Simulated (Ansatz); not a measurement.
# C2H8BFOSi: the cost of one run

Program: Ansatz 0.2.0. Level of theory: RKS revPBE-D4/cc-pVDZ. These are calculated values, not measurements.

1 further run of the same task is left out (it didn't finish).

### 1 The system as given

Bond lengths: B1–Si2 1.979 Å, Si2–C3 1.911 Å, C3–O4 1.426 Å, C3–C5 1.512 Å, C5–F6 1.395 Å, B1–H7 1.189 Å, B1–H8 1.129 Å, Si2–H9 1.507 Å, Si2–H10 1.477 Å, C3–H11 1.097 Å, O4–H12 0.994 Å, C5–H13 1.089 Å, C5–H14 1.124 Å. Angles (14 of 22 angles, heavy atoms first): B1–Si2–C3 111.5°, Si2–C3–O4 105.8°, Si2–C3–C5 109.4°, O4–C3–C5 108.7°, C3–C5–F6 111.2°, B1–Si2–H9 109.3°, B1–Si2–H10 108.9°, C3–Si2–H9 109.5°, C3–Si2–H10 110.3°, Si2–B1–H7 116.0°, Si2–B1–H8 120.3°, Si2–C3–H11 107.7°, O4–C3–H11 115.9°, C5–C3–H11 109.3°.

As a file:

```xyz
14

B     1.0784   -2.2840   -0.3400
Si    0.7784   -0.5426    0.5510
C    -0.6369    0.4358   -0.2817
O    -0.1678    0.7576   -1.5896
C    -0.8743    1.7209    0.4784
F    -1.3342    1.4645    1.7707
H     0.3750   -2.5218   -1.2691
H     1.8980   -2.9737    0.0175
H     0.4425   -0.7770    2.0009
H     2.0315    0.2376    0.5112
H    -1.5412   -0.1837   -0.2368
H    -0.3795   -0.0617   -2.1114
H    -0.0029    2.3712    0.5461
H    -1.6798    2.3278   -0.0184
```

### 2 Relaxing end A

The input, input.yaml:

```yaml
crystal:
  periodic: [false, false, false]
  atoms:
    - { symbol: B, position_ang: [1.0784, -2.284, -0.34] }
    - { symbol: Si, position_ang: [0.7784, -0.5426, 0.551] }
    - { symbol: C, position_ang: [-0.6369, 0.4358, -0.2817] }
    - { symbol: O, position_ang: [-0.1678, 0.7576, -1.5896] }
    - { symbol: C, position_ang: [-0.8743, 1.7209, 0.4784] }
    - { symbol: F, position_ang: [-1.3342, 1.4645, 1.7707] }
    - { symbol: H, position_ang: [0.375, -2.5218, -1.2691] }
    - { symbol: H, position_ang: [1.898, -2.9737, 0.0175] }
    - { symbol: H, position_ang: [0.4425, -0.777, 2.0009] }
    - { symbol: H, position_ang: [2.0315, 0.2376, 0.5112] }
    - { symbol: H, position_ang: [-1.5412, -0.1837, -0.2368] }
    - { symbol: H, position_ang: [-0.3795, -0.0617, -2.1114] }
    - { symbol: H, position_ang: [-0.0029, 2.3712, 0.5461] }
    - { symbol: H, position_ang: [-1.6798, 2.3278, -0.0184] }
basis:
  gaussian: { orbitals: cc-pVDZ }
hamiltonian:
  xc: revpbe
  dispersion: d4
relax:
  f_tol: 0.02
  max_steps: 50
```

Launch:

```sh
$ ansatz run input.yaml --threads 2 --pin off --max-ram 3072MiB --backend cpu --events-out ev --progress --plain --runs-dir out
```

What time and memory should one allow on 2 threads of AMD EPYC 9R45 (Zen 5), shared host?

About 21 s, with a peak of 0.2 GiB.
